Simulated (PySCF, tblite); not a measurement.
# C₅H₅OS radical: geometry, infrared bands and EPR parameters

What infrared bands and EPR parameters should C₅H₅OS radical (`OCc1c[c]cs1`) show?

Computed with tblite 0.8.0 and PySCF 2.14.0, with density-fitted response routines of our own, on a single molecule in the gas phase. Atoms are numbered from 0 throughout.

### 1 The molecule as given

12 atoms, charge 0, multiplicity 2; geometry from: force field or distance geometry start.

Bonds of the start (Å): O0–C1 1.40, C1–C2 1.50, C2–C3 1.36, C3–C4 1.32, C4–C5 1.32, C5–S6 1.90, S6–C2 1.68, O0–H7 1.02, C1–H8 1.11, C1–H9 1.12, C3–H10 1.13, C5–H11 1.07.

### 2 Relaxing the molecule with GFN2-xTB

What the job is given:

```
{"job": {"kind": "relax", "xc": "GFN2-xTB", "basis": "xTB"}, "charge": 0, "multiplicity": 2}
O     -2.205600     0.382600    -0.657600
C     -1.630400    -0.249900     0.445200
C     -0.143800    -0.053400     0.477200
C      0.807600    -0.827600    -0.112600
C      2.074100    -0.494500     0.026500
C      2.500600     0.574300     0.669500
S      0.768400     1.164400     1.177700
H     -2.183200     1.378700    -0.458700
H     -1.878000    -1.331100     0.408000
H     -2.069500     0.248600     1.349100
H      0.479900    -1.753600    -0.669700
H      3.481100     0.960700     0.848800
```

Started as:

```console
OMP_NUM_THREADS=1 python probes_run.py task.json out
```

This one command runs all jobs of the session in turn.

**Question.** This job is followed by: GFN2-xTB harmonic vibrations, gas phase; UKS B3LYP, pcH-1 on C H O S, non-relativistic, mean-field spin-orbit, GIAO. What will the session give for the following? strongest single infrared mode (GFN2-xTB); zero-point energy (GFN2-xTB); g(iso) (B3LYP); ⟨S²⟩; largest a(iso) (averaged by class); potential on the surface of density 0.002 e/bohr³, 1st and 99th percentile.

The runs gave:

| quantity | value |
| --- | --- |
| strongest single infrared mode (GFN2-xTB) | 374 cm⁻¹, 146 km/mol |
| zero-point energy (GFN2-xTB) | 52.6 kcal/mol |
| g(iso) (B3LYP) | 2.00101 |
| ⟨S²⟩ | 0.757 (exact 0.75) |
| largest a(iso) (averaged by class) | 13C on C4, 412.5 MHz |
| potential on the surface of density 0.002 e/bohr³, 1st and 99th percentile | -1.52 V and 2.06 V |

What this shows: Relaxing lowered the energy by 1.034 eV in 44 steps; the close pair that moved most is C5–S6, from 1.899 to 1.762 Å. No mode is imaginary among the 30: a minimum at this level. The strongest single mode, at 374 cm⁻¹, moves mainly H7. GFN2-xTB is a fitted tight-binding method: band positions and strengths are rough. Its intensities can rank the bands wrongly. C4 carries the largest spin population, 0.97 e. The isotropic g lies 1.3 ppt below the free-electron value. These values are for one conformer; the search (at its own cheap level) found 2 more, at 0.02, 0.06 kcal/mol (those within 0.05 may be mirror or relabelled copies), and measured spectra average over such forms.
